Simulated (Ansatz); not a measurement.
Runs of Ansatz 0.2.0 on NbTe. The structure is hexagonal, space group P-6m2 (No. 187). The conventional cell has a = 3.703 Å, b = 3.703 Å, c = 3.694 Å, α = 90.00°, β = 90.00°, γ = 120.00°. Te (site symmetry -6m2) is surrounded by 6 Nb at 2.83 Å. Nb (site symmetry -6m2) is surrounded by 6 Te at 2.83 Å. The cell comes from a database or a generator and needn't be the stable form of this composition.

```csv
task,level,cell,smearing,points for each segment of the path,gap on the mesh (eV),pressure (GPa)
band structure,RPBE,as given,fermi-dirac 0.05 eV,14,none,1.5
relaxation of cell and atoms,LDA,relaxed,fermi-dirac 0.05 eV,-,none,0.0
band structure,revPBE,as given,fermi-dirac 0.05 eV,14,none,0.9
band structure,LDA,as given,fermi-dirac 0.05 eV,14,none,-7.5
single point,PBE,as given,gaussian 0.011 eV,-,none,(a)
```

Alike in all rows: potentials or basis Ansatz PAW; no spin polarisation; k mesh 8 × 8 × 7; cutoff (eV) 420.

**Question.** Fill in the values left out.

**Answer.** (a) -0.6.

Caveats: the PAW data sets come from PBE, with cores solved anew for the run's functional, which leaves a small shift of forces and pressure (some runs); spin-orbit coupling is left out, which moves the levels of the heavy elements (some runs); the plane-wave basis is chosen anew once the cell has moved, so the energies of steps on either side of that aren't comparable (some runs).

A k mesh can miss the band edges, and the runs leave out spin-orbit coupling on Nb, Te.

A gap of «none» marks a metal or a gap under the smearing width.
